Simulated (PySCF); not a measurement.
**[EuSF]−: other functionals and bases at one geometry**

An exercise on one series of results from a longer session: the logs are not shown, and one member is left open.

Computed with PySCF 2.14.0. Level: several levels, as the steps say, no spin–orbit coupling.

1 further run of the same task is left out (for a known fault of the program).

### The starting structure

3 atoms, charge -1, spin multiplicity 1.

Bond lengths: Eu1–S2 2.600 Å, Eu1–F3 2.191 Å. Angles: S2–Eu1–F3 131.6°.

As a file:

```
Eu   -0.21727    0.00000   -0.25002
S     2.16292    0.00000    0.79632
F    -2.20857    0.00000    0.66485
```

Formal oxidation states: Eu +2. Each metal's 7 4f electrons lie in its core potential, so multiplicities, spins and levels count the valence alone. An earlier session relaxed this geometry at PBE0, Eu lcecp-0-SVP with ECP53, S def2-SVP, F def2-SVP (singlet, point group Cs).

At PBE0 on the finer grid: E = -527.094580 Eh, frontier levels not given, since the 4f levels lie in the core, Mulliken charge on Eu1 +0.19 e, largest force component 0.004 eV/Å. 

Levels to run: TPSSh; CAM-B3LYP; PBE0, TZVP. Hardware: 2 threads of Arm Neoverse V2, shared host.

Set-up of the first run:

run.py (the lines that set the calculation)

```python
mol = gto.M(atom='''
Eu    -0.21727     0.00000    -0.25002
S      2.16292     0.00000     0.79632
F     -2.20857     0.00000     0.66485''',
    basis={'Eu': 'lcecp-0-SVP', 'S': 'def2-SVP', 'F': 'def2-SVP'},
    ecp={'Eu': 'lcecp-0-SVP'},
    charge=-1, spin=0)
mf = dft.RKS(mol, xc='TPSSH')
mf.grids.atom_grid = (75, 302)  # f atoms: unpruned, at least (60, 302)
mf = mf.density_fit()  # fitting sets: Eu AutoAux, S def2-universal-JKFIT, F def2-universal-JKFIT
mf.conv_tol = 1e-08; mf.max_cycle = 55
mf.kernel(dm0)  # dm0: the density of the relaxed state
```

The run is started by

```console
$ OMP_NUM_THREADS=2 python run.py
```

Among the steps run: TPSSh; CAM-B3LYP; PBE0, TZVP.

One table of the session follows, with a row left open; its other results are not shown here.

| level | charge on Eu1 (e) | dipole (D) | largest force component (eV/Å) |
| --- | --- | --- | --- |
| PBE0 (relaxed here) | 0.19 | 9.19 | 0.00 |
| TPSSh | ? | ? | ? |
| CAM-B3LYP | 0.17 | 9.50 | 0.05 |
| PBE0, TZVP | 0.66 | 9.99 | 0.30 |

Q: Estimate the row for TPSSh from the others.

As computed: charge on Eu1 (e): 0.17; dipole (D): 9.04; largest force component (eV/Å): 0.14.

The dipole of a charged species depends on the origin, so these sizes hold for this origin alone.

The largest leftover force, 0.30 eV/Å with PBE0, TZVP, stands at a geometry relaxed at another level. With 4f in the core, its levels are missing from HOMO and gap, and its count is fixed, so no charge can pass from the ligands into it. Total energies of different levels can't be compared.
